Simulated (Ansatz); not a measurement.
# AlNi: the cost of one run

Program: Ansatz 0.2.0. Level of theory: DFT PBEsol, scalar-relativistic, plane waves, PAW. These are calculated values, not measurements.

16 further runs of the same task are left out: 1 for a known fault of the program, 1 that didn't finish, 14 set aside as unsound or not needed.

### 1 Starting point

It takes space group Pm-3m (No. 221, cubic). Conventional cell: a = 2.862 Å, b = 2.862 Å, c = 2.862 Å, α = 90.00°, β = 90.00°, γ = 90.00°. Al (site symmetry m-3m) has 8 Ni at 2.48 Å as nearest neighbours. Ni (site symmetry m-3m) has 8 Al at 2.48 Å as nearest neighbours.

As a file:

```xyz
2
Lattice="2.8618 0.0000 0.0000 0.0000 2.8618 0.0000 0.0000 0.0000 2.8618" Properties=species:S:1:pos:R:3 pbc="T T T"
Al    0.0000    0.0000    0.0000
Ni    1.4309    1.4309    1.4309
```

It is the result of an earlier relaxation at this level (volume 11.72 Å³/atom; gap on the mesh: none (metal)).

### 2 What is varied

Rigid slide and opening across a plane, one cut a cell; the plane is (1 0 0) of the conventional cell, and the faces at the cut hold Ni and Al.

The axes are (1) slide along a1 + a2 (4.047 Å): 12 values from 0.000 to 0.917, periodic; (2) opening across the cut: 7 values from −0.3 to 3.2 Å.

Nothing else is relaxed (rigid halves). Energies count from the perfect crystal. Points are written as (first, second).

### 3 The run at (0.500, 0.3 Å)

input.yaml reads:

```yaml
crystal:
  lattice:
    - [0.0, -2.8618233747, 0.0]
    - [0.0, 0.0, -2.8618233747]
    - [8.8854701242, -1.4309116874, -1.4309116874]
  atoms:
    - { symbol: Al, position: [0.9597401244, -0.0402598756, 0.0805197512] }
    - { symbol: Al, position: [0.798700622, -0.201299378, 0.402598756] }
    - { symbol: Al, position: [0.6376611196, -0.3623388804, 0.7246777608] }
    - { symbol: Ni, position: [0.0571413684, 0.0571413684, 0.8857172632] }
    - { symbol: Ni, position: [0.3792203732, 0.3792203732, 0.2415592536] }
    - { symbol: Ni, position: [0.2181808708, 0.2181808708, 0.5636382584] }
basis:
  ecutwfc: 520.0
kpoints:
  mp_grid: { grid: [15, 15, 5] }
hamiltonian:
  xc: pbesol
  pseudopotentials: { kind: paw, azcp: { folder: soft_1 } }
scf:
  occupations: { method: gaussian, width: 0.15 }
output:
  forces: true
  stress: true
  eigenvalues: true
```

Run with:

```sh
$ ansatz run input.yaml --threads 4 --pin off --max-ram 8192MiB --backend cpu --events-out ev --progress --plain --runs-dir out
```

Q: Estimate wall time and peak memory on 4 threads of Arm Neoverse V1, shared host.

About 37 s, with a peak of 0.99 GiB.
